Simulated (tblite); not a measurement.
# C5H12O2Si: the cost of one run

The runs use tblite 0.8.0 and PySCF 2.14.0, with density-fitted response routines of our own; the level of theory stands in each step. All values are computed, except where a source is named. Atoms are numbered from 0 throughout.

### Step 1. The molecule as given

20 atoms, charge 0, multiplicity 1; geometry from: force field or distance geometry start.

Bonds of the start (Å): C0–C1 1.52, C1–O2 1.39, O2–C3 1.41, C3–C4 1.45, C4–C5 1.47, C5–Si6 1.87, Si6–O7 1.72, O7–C3 1.36, C0–H8 1.12, C0–H9 1.08, C0–H10 1.10, C1–H11 1.12, C1–H12 1.09, C3–H13 1.13, C4–H14 1.14, C4–H15 1.10, C5–H16 1.10, C5–H17 1.10, Si6–H18 1.47, Si6–H19 1.46.

### Step 2. Optimising the geometry with GFN2-xTB

Job settings and geometry (Å):

```
{"job": {"kind": "relax", "xc": "GFN2-xTB", "basis": "xTB"}, "charge": 0, "multiplicity": 1}
C      3.145300     0.658800     0.268100
C      1.991400    -0.327300     0.278800
O      0.803100     0.400600     0.235400
C     -0.272200    -0.510700     0.241500
C     -1.012700    -0.457500    -1.009700
C     -2.325700     0.199700    -0.909000
Si    -2.532000     0.340500     0.945900
O     -1.008900    -0.340200     1.366500
H      2.852900     1.498800    -0.412000
H      4.021000     0.170600    -0.145200
H      3.283800     1.056600     1.287300
H      2.038600    -0.886100     1.250100
H      2.057700    -0.981700    -0.592800
H      0.219400    -1.525500     0.300800
H     -0.407900     0.154200    -1.754100
H     -1.127700    -1.447900    -1.485000
H     -3.143300    -0.407200    -1.313000
H     -2.333500     1.186300    -1.395200
H     -2.627100     1.730100     1.406600
H     -3.627500    -0.501600     1.431900
```

Launch:

```sh
$ OMP_NUM_THREADS=1 python probes_run.py task.json out
```

The driver reads the jobs from task.json and runs them one after another.

Q: Estimate the wall time and peak memory of this first job on 1 thread of Intel Xeon at 2.70GHz, shared host.

About 1.6 s, with a peak of 0.18 GiB.
